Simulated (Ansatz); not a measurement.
# CdCSb2: short molecular dynamics of a 16-atom cell, part 2 of 2

Aim: follow the atoms of CdCSb2 (ordering on zincblende) in time, from their lattice sites. Runs: PBE, 40 steps of 2 fs under a Langevin thermostat at 1000 K; PBE, 30 steps of 1 fs under a Langevin thermostat and barostat at 1300 K. The cell is a 2×2×1 supercell of the structure relaxed with r2SCAN.

Ansatz 0.2.0, plane waves. The steps go on from the part before.

## 8. Positions and forces

Extended XYZ, with forces in eV/Å:

```xyz
16
Lattice="7.670 0.000 0.000 0.000 7.670 0.000 0.000 0.000 6.606" Properties=species:S:1:pos:R:3:forces:R:3 pbc="T T T" time_fs=5.0 T=1285 dE=0.0987
Cd   -0.010   -0.006    0.014   -0.050    0.007   -0.082
Sb    0.005    1.925    2.061    0.071   -0.039    0.716
C     1.959    1.880    3.386    0.015    0.287   -0.703
Sb    1.918    0.000    4.563   -0.017   -0.349   -0.409
Cd    0.000    3.830    0.006    0.037    0.069   -0.033
Sb   -0.022    5.756    2.069    0.225   -0.050    0.640
C     2.039    5.711    3.332   -0.477    0.308   -0.166
Sb    1.919    3.838    4.537    0.195   -0.088   -0.037
Cd    3.833   -0.022   -0.027    0.060    0.080    0.244
Sb    3.828    1.936    2.044   -0.186   -0.346    0.672
C     5.710    1.972    3.283    0.175   -0.278   -0.013
Sb    5.751    0.026    4.531    0.025    0.036   -0.521
Cd    3.831    3.826    0.044    0.005    0.074   -0.529
Sb    3.847    5.749    2.058    0.090    0.151    0.362
C     5.727    5.774    3.299    0.076   -0.126    0.134
Sb    5.772    3.821    4.538   -0.245    0.264   -0.276
16
Lattice="7.678 0.000 0.000 0.000 7.678 0.000 0.000 0.000 6.613" Properties=species:S:1:pos:R:3:forces:R:3 pbc="T T T" time_fs=10.0 T=1030 dE=0.3579
Cd   -0.017   -0.011    0.028   -0.102    0.050   -0.136
Sb    0.013    1.939    2.077    0.033   -0.100    0.795
C     2.009    1.859    3.473    0.084    0.518   -1.282
Sb    1.919   -0.005    4.584   -0.010   -0.681   -0.378
Cd   -0.007    3.833    0.014    0.059    0.103   -0.069
Sb   -0.037    5.768    2.080    0.251   -0.066    0.658
C     2.166    5.690    3.360   -0.958    0.471    0.105
Sb    1.924    3.844    4.534    0.337   -0.059    0.298
Cd    3.836   -0.050   -0.047    0.112    0.162    0.443
Sb    3.822    1.963    2.035   -0.391   -0.751    0.859
C     5.666    1.988    3.270    0.412   -0.329    0.018
Sb    5.752    0.051    4.521    0.062   -0.045   -0.498
Cd    3.832    3.824    0.082    0.012    0.206   -1.007
Sb    3.857    5.754    2.064    0.382    0.277    0.072
C     5.718    5.800    3.288    0.144   -0.189    0.290
Sb    5.795    3.813    4.533   -0.426    0.433   -0.168
16
Lattice="7.691 0.000 0.000 0.000 7.691 0.000 0.000 0.000 6.624" Properties=species:S:1:pos:R:3:forces:R:3 pbc="T T T" time_fs=15.0 T=760 dE=0.6908
Cd   -0.020   -0.015    0.042   -0.145    0.093   -0.208
Sb    0.015    1.949    2.094   -0.007   -0.135    0.796
C     2.049    1.829    3.538    0.153    0.840   -1.614
Sb    1.926   -0.014    4.607   -0.032   -0.964   -0.374
Cd   -0.009    3.841    0.025    0.053    0.118   -0.095
Sb   -0.049    5.785    2.088    0.205   -0.081    0.650
C     2.278    5.677    3.392   -1.401    0.548    0.529
Sb    1.929    3.855    4.539    0.441   -0.114    0.422
Cd    3.846   -0.073   -0.067    0.169    0.217    0.621
Sb    3.819    1.985    2.027   -0.590   -1.148    1.053
C     5.633    1.989    3.257    0.624   -0.299    0.098
Sb    5.758    0.071    4.513    0.114   -0.157   -0.479
Cd    3.836    3.824    0.116    0.021    0.354   -1.423
Sb    3.872    5.763    2.071    0.628    0.406   -0.332
C     5.714    5.825    3.270    0.305   -0.215    0.491
Sb    5.818    3.802    4.534   -0.539    0.538   -0.133
16
Lattice="7.705 0.000 0.000 0.000 7.705 0.000 0.000 0.000 6.636" Properties=species:S:1:pos:R:3:forces:R:3 pbc="T T T" time_fs=20.0 T=675 dE=0.9326
Cd   -0.026   -0.020    0.059   -0.185    0.144   -0.277
Sb    0.013    1.962    2.118   -0.019   -0.187    0.756
C     2.094    1.805    3.593    0.211    1.097   -1.801
Sb    1.935   -0.028    4.629   -0.082   -1.123   -0.319
Cd   -0.006    3.840    0.039    0.043    0.133   -0.146
Sb   -0.062    5.797    2.097    0.215   -0.090    0.560
C     2.346    5.678    3.446   -1.385    0.606    0.552
Sb    1.937    3.865    4.549    0.489   -0.235    0.545
Cd    3.856   -0.095   -0.078    0.229    0.262    0.724
Sb    3.821    2.001    2.026   -0.652   -1.452    1.279
C     5.628    1.985    3.262    0.638   -0.238    0.009
Sb    5.760    0.086    4.506    0.193   -0.312   -0.385
Cd    3.846    3.832    0.150    0.014    0.441   -1.759
Sb    3.884    5.771    2.076    0.568    0.518   -0.340
C     5.725    5.834    3.254    0.308   -0.168    0.655
Sb    5.840    3.796    4.539   -0.584    0.606   -0.054
16
Lattice="7.715 0.000 0.000 0.000 7.715 0.000 0.000 0.000 6.645" Properties=species:S:1:pos:R:3:forces:R:3 pbc="T T T" time_fs=25.0 T=561 dE=1.0296
Cd   -0.037   -0.030    0.077   -0.212    0.218   -0.363
Sb    0.005    1.976    2.143    0.047   -0.254    0.649
C     2.133    1.796    3.617    0.216    1.073   -1.715
Sb    1.941   -0.049    4.644   -0.132   -0.985   -0.317
Cd   -0.002    3.834    0.052    0.038    0.157   -0.202
Sb   -0.067    5.806    2.102    0.169   -0.135    0.520
C     2.391    5.689    3.515   -1.063    0.652    0.236
Sb    1.942    3.871    4.556    0.506   -0.386    0.676
Cd    3.860   -0.114   -0.082    0.287    0.305    0.761
Sb    3.818    2.005    2.032   -0.560   -1.616    1.446
C     5.651    1.990    3.268    0.434   -0.281   -0.189
Sb    5.762    0.098    4.500    0.257   -0.458   -0.281
Cd    3.852    3.836    0.177    0.000    0.468   -1.989
Sb    3.895    5.774    2.082    0.296    0.577   -0.100
C     5.735    5.820    3.246    0.328   -0.083    0.732
Sb    5.859    3.784    4.537   -0.611    0.749    0.137
16
Lattice="7.724 0.000 0.000 0.000 7.724 0.000 0.000 0.000 6.653" Properties=species:S:1:pos:R:3:forces:R:3 pbc="T T T" time_fs=30.0 T=511 dE=0.9895
Cd   -0.051   -0.040    0.096   -0.234    0.290   -0.468
Sb   -0.004    1.986    2.166    0.201   -0.276    0.469
C     2.173    1.816    3.605    0.079    0.721   -1.308
Sb    1.943   -0.070    4.655   -0.181   -0.538   -0.457
Cd    0.007    3.832    0.064    0.017    0.169   -0.236
Sb   -0.069    5.819    2.111    0.213   -0.220    0.458
C     2.404    5.705    3.568   -0.673    0.630   -0.203
Sb    1.946    3.876    4.563    0.513   -0.475    0.760
Cd    3.857   -0.137   -0.086    0.346    0.355    0.773
Sb    3.813    2.006    2.043   -0.373   -1.673    1.419
C     5.694    2.008    3.258    0.149   -0.398   -0.224
Sb    5.764    0.105    4.494    0.308   -0.474   -0.198
Cd    3.861    3.833    0.195   -0.021    0.498   -2.091
Sb    3.909    5.781    2.088    0.086    0.556    0.275
C     5.760    5.806    3.255    0.145   -0.026    0.692
Sb    5.870    3.776    4.535   -0.575    0.861    0.339
```

## 9. Results

The summary covers parts 1 to 2. Changes of volume or cell count from the first structure of part 1.

| quantity | value |
| --- | --- |
| run 1: length | 40 steps of 2 fs |
| run 1: temperature, first and last step | 938 and 699 K |
| run 1: temperature, second half | mean 676 K, from 577 to 763 K |
| run 1: potential energy, second half | +52 meV/atom from this run's first step |
| run 1: mean square displacement, second half | Cd 0.058, C 0.051, Sb 0.033 Å² |
| run 2: length | 30 steps of 1 fs |
| run 2: temperature, first and last step | 1219 and 511 K |
| run 2: temperature, second half | mean 617 K, from 511 to 760 K |
| run 2: potential energy, second half | +59 meV/atom from this run's first step |
| run 2: largest change of the conserved energy | 0.06 meV/atom |
| run 2: volume, first and last step | 24.26 and 24.81 Å³/atom |
| run 2: mean square displacement, second half | C 0.093, Cd 0.012, Sb 0.007 Å² |

In words: Run 1: Against a set 1000 K the second half averages 676 K with a spread of 61 K (in equilibrium 16 atoms would scatter by about 204 K, over a far longer run); 52 meV/atom has gone into potential energy, and a thermostat that acts over some 100 fs has not made it up in 80 fs. No atom gets farther than 0.38 Å from its start, with the drift of the whole removed, against a typical distance of 2.3 Å between sites at the start. Run 2: Against a set 1300 K the second half averages 617 K, going from 760 to 511 K over that half; 59 meV/atom has gone into potential energy, and a thermostat that acts over some 100 fs has not made it up in 30 fs. The conserved energy strays from its start by at most 0.06 meV/atom, under 0.1 % of the mean kinetic energy, which is good for a step of 1 fs. No atom gets farther than 0.52 Å from its start, with the drift of the whole removed, against a typical distance of 2.3 Å between sites at the start. The volume changes by +2.2 % from first to last step, and is still moving at the end, so it is no equilibrium value. A run of 80 fs with 16 atoms shows the motion but fixes no equilibrium value.
